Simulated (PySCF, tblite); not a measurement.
# C17H20: electronic excitations, NMR shifts

Wanted: electronic excitations, NMR shifts for C17H20 (`c1ccc(CCCCCc2ccccc2)cc1`).

Programs: tblite 0.8.0 and PySCF 2.14.0, with routines of our own; each step states its level. All values are computed. Atoms count from 0.

### Step 1. The starting structure

37 atoms, charge 0, multiplicity 1; geometry from: force field, distance geometry or constructed start.

### Step 2. Geometry optimisation with GFN2-xTB

The job: settings as JSON, then the geometry in Å.

```
{"job": {"kind": "relax", "xc": "GFN2-xTB", "basis": "xTB"}, "charge": 0, "multiplicity": 1}
C     -5.968500     0.138200     0.405400
C     -5.559600    -0.419800    -0.804900
C     -4.214500    -0.785300    -0.975100
C     -3.289600    -0.583800     0.046700
C     -1.841700    -0.961800    -0.141000
C     -1.033500     0.204700    -0.717400
C      0.436600    -0.182100    -0.915500
C      1.253300     0.988700    -1.473200
C      2.710900     0.614200    -1.768200
C      3.516900     0.310800    -0.531100
C      3.892700     1.338100     0.341400
C      4.637100     1.054700     1.489500
C      5.013800    -0.254000     1.775800
C      4.652900    -1.284900     0.903600
C      3.903600    -0.998200    -0.240300
C     -3.718900    -0.015200     1.264300
C     -5.053600     0.346100     1.435200
H     -7.015000     0.417500     0.543700
H     -6.272600    -0.577500    -1.598200
H     -3.904900    -1.215900    -1.920600
H     -1.778100    -1.825300    -0.810600
H     -1.415900    -1.283600     0.813500
H     -1.089400     1.072800    -0.033200
H     -1.462400     0.518500    -1.675500
H      0.500600    -1.035900    -1.595600
H      0.848900    -0.505400     0.051200
H      1.204600     1.836100    -0.781000
H      0.787500     1.321600    -2.410800
H      3.190700     1.449500    -2.298100
H      2.742700    -0.233200    -2.457800
H      3.612000     2.368500     0.135400
H      4.923600     1.861900     2.162800
H      5.596000    -0.474100     2.661300
H      4.946800    -2.308800     1.128500
H      3.627300    -1.817100    -0.906500
H     -3.009000     0.155800     2.063700
H     -5.378300     0.785800     2.369000
```

On the command line:

```console
> OMP_NUM_THREADS=1 python large_run.py task.json out
```

One launch serves the whole session: the jobs run in the order shown.

The program printed:

```text
step      E/eV     max force
  0   -1267.63195    0.944
  1   -1267.67291    0.362
  2   -1267.69260    0.248
  3   -1267.70698    0.119
  4   -1267.70899    0.080
  5   -1267.70999    0.070
  6   -1267.71205    0.064
  7   -1267.71259    0.059
  8   -1267.71357    0.045
  9   -1267.71390    0.034
 10   -1267.71422    0.027
 11   -1267.71443    0.024
 12   -1267.71470    0.034
 13   -1267.71500    0.040
 14   -1267.71534    0.036
 15   -1267.71566    0.039
 16   -1267.71595    0.034
 17   -1267.71627    0.039
 18   -1267.71664    0.039
 19   -1267.71701    0.035
 20   -1267.71732    0.034
 21   -1267.71759    0.035
 22   -1267.71788    0.035
 23   -1267.71817    0.026
 24   -1267.71843    0.026
 25   -1267.71862    0.025
 26   -1267.71876    0.022
 27   -1267.71889    0.019
```

Wall time 0.78 s (1 thread of Arm Neoverse N1, shared host); peak memory 0.18 GiB.

Along the way:

```csv
step,energy from step 0 (eV),largest force (eV/Å)
0,0.0000,0.9440
1,-0.0410,0.3622
2,-0.0607,0.2472
3,-0.0750,0.1189
4,-0.0770,0.0799
5,-0.0780,0.0706
6,-0.0801,0.0636
7,-0.0806,0.0597
8,-0.0816,0.0451
9,-0.0820,0.0342
10,-0.0823,0.0269
12,-0.0828,0.0345
13,-0.0830,0.0402
14,-0.0834,0.0364
16,-0.0840,0.0333
17,-0.0843,0.0388
18,-0.0847,0.0387
20,-0.0854,0.0345
21,-0.0856,0.0349
23,-0.0862,0.0264
24,-0.0865,0.0260
25,-0.0867,0.0252
26,-0.0868,0.0225
27,-0.0869,0.0195
```

Close pairs (by a distance rule), those that changed most:

```csv
bond,before (Å),after (Å),change (Å)
C3–C15,1.411,1.389,-0.021
C1–C2,1.404,1.384,-0.021
C10–C11,1.397,1.383,-0.015
C5–H22,1.107,1.093,-0.014
C12–C13,1.398,1.384,-0.014
C13–C14,1.397,1.384,-0.013
C0–H17,1.092,1.080,-0.012
C14–H34,1.091,1.081,-0.010
```

The end geometry stands in the next job.

### Step 3. Electronic excitations: TDDFT PBE0/6-31G*

The job: settings as JSON, then the geometry in Å.

```
{"job": {"kind": "uv", "basis": "6-31G*", "grid": 1, "kgrid": 0, "vcut": 1.5, "nstates": 6, "ntriplets": 2, "tda": false, "delta": [], "pop": true, "xc": "PBE0"}, "charge": 0, "multiplicity": 1}
C     -5.938033     0.146737     0.395941
C     -5.519231    -0.413738    -0.798564
C     -4.194872    -0.777015    -0.967827
C     -3.271183    -0.590582     0.052958
C     -1.830840    -0.973690    -0.134914
C     -1.017592     0.197385    -0.697086
C      0.448848    -0.174161    -0.901781
C      1.248330     0.997142    -1.464927
C      2.701187     0.616928    -1.774476
C      3.486488     0.299681    -0.532571
C      3.857714     1.320119     0.335965
C      4.598709     1.049470     1.471444
C      4.982770    -0.250307     1.755688
C      4.608856    -1.275758     0.905193
C      3.862713    -1.001745    -0.228294
C     -3.700653    -0.016862     1.243227
C     -5.023881     0.348177     1.415837
H     -6.972861     0.424822     0.531645
H     -6.227510    -0.572607    -1.599126
H     -3.873479    -1.216939    -1.901877
H     -1.758827    -1.818148    -0.824301
H     -1.400331    -1.276694     0.822227
H     -1.086716     1.044336    -0.010295
H     -1.452726     0.507047    -1.650897
H      0.514449    -1.020371    -1.590866
H      0.885271    -0.486338     0.050042
H      1.234722     1.821301    -0.748406
H      0.770813     1.345386    -2.384292
H      3.179283     1.453852    -2.291092
H      2.708212    -0.242596    -2.448490
H      3.568518     2.337991     0.113419
H      4.885184     1.855696     2.131526
H      5.573692    -0.461337     2.634697
H      4.905029    -2.292215     1.120970
H      3.574942    -1.808444    -0.888226
H     -2.990588     0.138776     2.043622
H     -5.343557     0.786552     2.350422
```

Level: TDDFT PBE0/6-31G*, vertical, gas phase, core orbitals frozen in the response, virtual orbitals cut by energy.

The program printed:

```text
start: PBE on a coarse grid of 29281 points
cycle   1  E = -658.9174303625  dE =  2.104e+00  |g| = 8.785e-01  |ddm| = 5.981e+00
cycle   2  E = -658.7363809079  dE =  1.810e-01  |g| = 1.202e+00  |ddm| = 2.723e+00
cycle   3  E = -659.1452975945  dE = -4.089e-01  |g| = 8.612e-02  |ddm| = 1.724e+00
cycle   4  E = -659.1461463326  dE = -8.487e-04  |g| = 6.432e-02  |ddm| = 1.771e-01
cycle   5  E = -659.1472340815  dE = -1.088e-03  |g| = 2.038e-02  |ddm| = 8.866e-02
cycle   6  E = -659.1473382512  dE = -1.042e-04  |g| = 8.278e-03  |ddm| = 3.057e-02
final grid: 126108 points
cycle   7  E = -659.0597925926  dE = -6.643e-03  |g| = 4.193e-02  |ddm| = 7.101e-01
cycle   8  E = -659.0598077824  dE = -1.519e-05  |g| = 4.230e-02  |ddm| = 1.046e-01
cycle   9  E = -659.0602908429  dE = -4.831e-04  |g| = 6.203e-03  |ddm| = 4.810e-02
cycle  10  E = -659.0602978989  dE = -7.056e-06  |g| = 2.931e-03  |ddm| = 9.311e-03
cycle  11  E = -659.0602990980  dE = -1.199e-06  |g| = 6.441e-04  |ddm| = 4.060e-03
cycle  12  E = -659.0602986991  dE =  3.989e-07  |g| = 2.459e-04  |ddm| = 8.856e-04
cycle  13  E = -659.0603010565  dE = -2.357e-06  |g| = 2.522e-05  |ddm| = 2.447e-04
converged SCF energy = -659.0603010565

Static polarisability (au): isotropic 163.959, principal 121.171 160.416 210.290

Singlet excitations
state   eV       nm        f      main configurations
  1   5.6035    221.3   0.00209   H-1->L 0.27, H-3->L+1 0.21, H-3->L 0.17
  2   5.6148    220.8   0.00184   H->L+2 0.45, H-2->L+3 0.35, H-1->L+2 0.12
  3   6.2850    197.3   0.09414   H->L+1 0.25, H->L 0.20, H-3->L 0.16
  4   6.3285    195.9   0.04212   H->L+3 0.48, H-2->L+2 0.26
  5   6.4650    191.8   0.00121   H->L 0.59, H-1->L 0.34
  6   6.5622    188.9   0.00372   H->L+1 0.54, H-1->L+1 0.26, H->L+3 0.12

Triplet excitations (Tamm-Dancoff, eV): 4.1759 4.1867
```

Wall time 74 s (1 thread of Arm Neoverse N1, shared host); peak memory 0.59 GiB.

Frontier orbitals and where they lie:

```csv
orbital,eV,atoms
HOMO−4,-8.69,"C6 16 %, C4 13 %, C5 11 %"
HOMO−3,-7.00,"C14 26 %, C11 26 %, C10 23 %"
HOMO−2,-6.93,"C16 24 %, C2 24 %, C15 24 %"
HOMO−1,-6.75,"C12 23 %, C9 21 %, C10 9 %"
HOMO,-6.61,"C0 22 %, C3 20 %, C15 8 %"
LUMO,0.26,"C10 30 %, C13 30 %, C12 11 %"
LUMO+1,0.35,"C11 22 %, C14 22 %, C12 17 %"
LUMO+2,0.37,"C1 26 %, C15 26 %, C16 21 %"
LUMO+3,0.41,"C0 26 %, C3 25 %, C16 9 %"
```

With each of the 6 states as a Gaussian band of 0.4 eV half-width at 1/e, the curve within the window shown has maxima at 197 nm (ε 5,700) L/(mol cm). Beyond the last state computed it falls off for lack of states. The curve at chosen wavelengths:

nm, ε (L/mol/cm) and a bar:
```
      181        867 #####
      184       1698 #########
      186       2429 #############
      189       3661 ###################
      192       4791 #########################
      194       5330 ############################
      197       5651 ##############################
      200       5356 ############################
      202       4882 ##########################
      205       3930 #####################
      208       2912 ###############
      210       2293 ############
      213       1530 ########
      216        985 #####
      219        628 ###
      221        470 ##
      224        313 ##
      227        218 #
      229        174 #
      232        126 #
      235         91 
      237         73 
      240         51 
      243         34 
      245         26 
      248         17
```

Leading natural transition orbitals of singlet state 3: the hole lies on C9, C12 about 17 % each; C10 12 %; C13 8 %; the particle on C9, C12 about 21 % each; C10, C13 about 11 % each.

Leading natural transition orbitals of singlet state 1: the hole lies on C9, C12 about 26 % each; C14 12 %; C11 9 %; the particle on C10, C11, C13 about 20 % each; C14 16 %.

Ground-state properties from the same run:

```csv
property,computed
dipole moment (D),0.35
polarisability (Å³),24.30
HOMO–LUMO gap (eV),6.87
−ε(HOMO) (eV),6.61
```

The fields below are evaluated on a grid from the run's orbitals.

Frontier orbitals at PBE0/6-31G*, with the share of their density that lies nearest to each atom:

```csv
orbital,energy (eV),lies on
HOMO,-6.61,"C0, C3 about 19 % each; C2, C15 about 7 % each"
LUMO,0.26,"C10, C13 about 23 % each; C9, C12 about 10 % each; C11, C14 about 7 % each"
```

ELF in a plane through or near 9 of the atoms.

Ten even steps from '0' (0.00) to '9' (1.00):
```
0000000000000000000000000000
0000000000000000000000000000
0000000000000000000000000000
0000166000000000000000000000
0000799310000000075001000000
0000799640000000088444100000
0000374350000001047676310000
0000254520006004306646642000
0000156400019403538704653000
0000011136249814483616830000
0000000488229757775862520000
0000001585105264413254993000
0000000332206852102854997000
0000000005813830104941996000
0000000009940200002720450000
0000000019930000000100000000
0000000003500000000000000000
0000000000000000000000000000
0000000000000000000000000000
0000000000000000000000000000
```
The map spans 19.1 Å across and 10.5 Å up, centred on the molecule. Atoms in the plane (x, y in Å): C1 (5.5, -0.5), C2 (4.2, -0.7), C3 (3.3, 0.3), C6 (-0.4, -0.8), C12 (-5.0, 1.7), H18 (6.3, -1.3), H25 (-0.9, 0.1), H29 (-2.6, -2.4), H32 (-5.6, 2.6).

On the surface of density 0.002 e/bohr³ the electrostatic potential runs, from the 1st to the 99th percentile, from -0.90 V near C0 to 0.79 V near H33.

### Step 4. NMR shifts: GIAO KT3/pcSseg-1

The job, as its differences from that of step 3:

```diff
@@ -1,2 +1,2 @@
-{"job": {"kind": "uv", "basis": "6-31G*", "grid": 1, "kgrid": 0, "vcut": 1.5, "nstates": 6, "ntriplets": 2, "tda": false, "delta": [], "pop": true, "xc": "PBE0"}, "charge": 0, "multiplicity": 1}
+{"job": {"kind": "nmr", "xc": "KT3", "basis": "pcSseg-1", "pop": false}, "charge": 0, "multiplicity": 1}
 C     -5.938033     0.146737     0.395941
```

With the program's defaults for keys left out, this is: GIAO KT3/pcSseg-1 NMR shielding, non-relativistic, gas phase.

The program printed:

```text
start: PBE on a coarse grid of 29281 points
cycle   1  E = -658.5426351983  dE =  2.076e+00  |g| = 8.603e-01  |ddm| = 5.990e+00
cycle   2  E = -658.3339778621  dE =  2.087e-01  |g| = 1.236e+00  |ddm| = 2.406e+00
cycle   3  E = -658.7570719517  dE = -4.231e-01  |g| = 9.630e-02  |ddm| = 1.575e+00
cycle   4  E = -658.7581433033  dE = -1.071e-03  |g| = 7.004e-02  |ddm| = 1.840e-01
cycle   5  E = -658.7594162477  dE = -1.273e-03  |g| = 2.117e-02  |ddm| = 8.607e-02
cycle   6  E = -658.7595235716  dE = -1.073e-04  |g| = 9.063e-03  |ddm| = 2.990e-02
final grid: 267738 points
cycle   7  E = -670.7144338858  dE = -4.174e-02  |g| = 2.867e-02  |ddm| = 9.848e-01
cycle   8  E = -670.7141668507  dE =  2.670e-04  |g| = 4.196e-02  |ddm| = 8.927e-02
cycle   9  E = -670.7146172358  dE = -4.504e-04  |g| = 1.580e-02  |ddm| = 6.087e-02
cycle  10  E = -670.7146866838  dE = -6.945e-05  |g| = 5.126e-03  |ddm| = 2.031e-02
cycle  11  E = -670.7146926326  dE = -5.949e-06  |g| = 6.859e-04  |ddm| = 6.370e-03
cycle  12  E = -670.7146931336  dE = -5.010e-07  |g| = 2.900e-04  |ddm| = 9.728e-04
cycle  13  E = -670.7146925955  dE =  5.381e-07  |g| = 8.601e-05  |ddm| = 3.797e-04
converged SCF energy = -670.7146925955

GIAO shielding tensors (ppm)
atom      isotropic    diamagn.    paramagn.     s11        s22        s33       span
  0 C       65.433     250.024    -184.591    -33.079     55.483    173.894    206.973
  1 C       62.753     250.507    -187.754    -37.252     54.260    171.252    208.504
  2 C       63.082     246.982    -183.901    -32.490     60.615    161.120    193.609
  3 C       47.554     257.491    -209.937    -37.919      9.064    171.516    209.435
  4 C      141.084     250.816    -109.732    128.173    129.355    165.723     37.551
  5 C      141.568     255.195    -113.626    123.140    130.304    171.261     48.121
  6 C      148.904     255.469    -106.565    129.317    148.578    168.816     39.499
  7 C      145.926     252.118    -106.192    135.519    140.563    161.696     26.177
  8 C      142.737     250.531    -107.794    132.526    138.047    157.638     25.112
  9 C       48.439     258.601    -210.162    -39.146     12.060    172.403    211.549
 10 C       63.179     249.134    -185.955    -33.634     56.466    166.705    200.339
 11 C       62.482     251.294    -188.812    -38.385     53.907    171.923    210.309
 12 C       65.020     250.933    -185.913    -33.433     54.881    173.612    207.045
 13 C       63.232     251.295    -188.063    -36.700     55.024    171.372    208.072
 14 C       61.053     249.566    -188.513    -36.564     62.000    157.722    194.285
 15 C       62.959     251.022    -188.063    -32.670     59.992    161.555    194.225
 16 C       62.790     251.369    -188.579    -37.308     54.350    171.328    208.637
 17 H       24.633      25.620      -0.987     21.318     25.867     26.713      5.395
 18 H       24.510      27.351      -2.841     21.106     25.104     27.320      6.214
 19 H       24.628      34.424      -9.796     20.890     23.334     29.660      8.770
 20 H       29.275      35.810      -6.535     24.779     30.630     32.415      7.637
 21 H       29.336      36.792      -7.456     24.964     30.840     32.205      7.240
 22 H       30.438      39.097      -8.659     25.338     32.057     33.920      8.582
 23 H       30.286      37.816      -7.531     25.401     31.681     33.774      8.373
 24 H       30.682      38.628      -7.946     25.900     32.533     33.614      7.715
 25 H       30.347      40.205      -9.858     24.589     30.114     36.339     11.750
 26 H       30.179      37.415      -7.237     25.405     31.077     34.054      8.649
 27 H       29.993      34.986      -4.993     25.385     30.096     34.499      9.114
 28 H       28.551      29.475      -0.925     24.523     27.368     33.761      9.238
 29 H       29.476      33.147      -3.671     26.154     28.781     33.493      7.339
 30 H       24.507      33.962      -9.455     21.045     22.834     29.642      8.597
 31 H       24.412      29.473      -5.061     21.178     24.978     27.080      5.902
 32 H       24.561      27.852      -3.291     21.349     25.726     26.607      5.258
 33 H       24.521      29.827      -5.306     21.244     25.065     27.254      6.010
 34 H       24.621      34.534      -9.913     21.554     23.294     29.015      7.461
 35 H       24.714      36.554     -11.840     20.869     23.424     29.848      8.979
 36 H       24.538      29.778      -5.240     21.089     25.062     27.463      6.373
```

It took 63 s on 1 thread of Arm Neoverse N1, shared host; peak memory 0.57 GiB.

Shifts follow as δ = σ(reference) − σ, with reference shieldings (ppm) from runs at the same level and on the same kind of geometry: 1H TMS 31.76, 13C TMS 184.7. The references are single molecules in the gas phase. Atoms listed in one row are averaged.

```csv
atoms,environment,σ (ppm),δ (ppm)
"C3, C9",substituted aromatic carbon,48.0,136.7
"C2, C10, C14, C15",aromatic CH,62.6,122.2
"C1, C11, C13, C16",aromatic CH,62.8,121.9
"C0, C12",aromatic CH,65.2,119.5
"C4, C8",sp3 CH2 on an aromatic ring,141.9,42.8
"C5, C7",sp3 CH2,143.7,41.0
C6,sp3 CH2,148.9,35.8
"H18, H31, H33, H36",hydrogen on an aromatic CH,24.50,7.26
"H17, H32",hydrogen on an aromatic CH,24.60,7.16
"H19, H30, H34, H35",hydrogen on an aromatic CH,24.62,7.14
"H20, H21, H28, H29",hydrogen on an sp3 CH2 on an aromatic ring,29.16,2.60
"H22, H23, H26, H27",hydrogen on an sp3 CH2,30.22,1.54
"H24, H25",hydrogen on an sp3 CH2,30.51,1.25
```

Ring of atoms C0, C1, C2, C3, C15, C16: NICS(0) -8.8, NICS(1) -11.0, NICS(1)zz -27.5 ppm (means of both faces).

### Step 5. What came out

| quantity | value |
| --- | --- |
| lowest singlet (PBE0/6-31G*) | 5.60 eV (221 nm), f = 0.002 |
| brightest single state of those computed | state 3, 6.29 eV, f = 0.094 |
| lowest triplet | 4.18 eV |
| surface potential, 1st and 99th percentile | -0.90 V and 0.79 V |
| 13C shifts against TMS (KT3/pcSseg-1, means over atoms taken as alike) | 136.7, 122.2, 121.9, 119.5, 42.8, 41.0, 35.8 ppm |
| 1H shifts against TMS (KT3/pcSseg-1, means over atoms taken as alike) | 7.26, 7.16, 7.14, 2.60, 1.54, 1.25 ppm |

What this shows: The first singlet state (HOMO−1→LUMO 0.27, HOMO−3→LUMO+1 0.21) lies at 5.60 eV and is weak; of the 6 states computed, the strongest absorption comes from state 3 at 6.29 eV. The lowest triplet lies 1.43 eV below the lowest singlet (triplets in Tamm-Dancoff, singlets in full TDDFT). NICS(1)zz of -28 ppm above the planar ring from C0 marks a diatropic (aromatic) ring current.
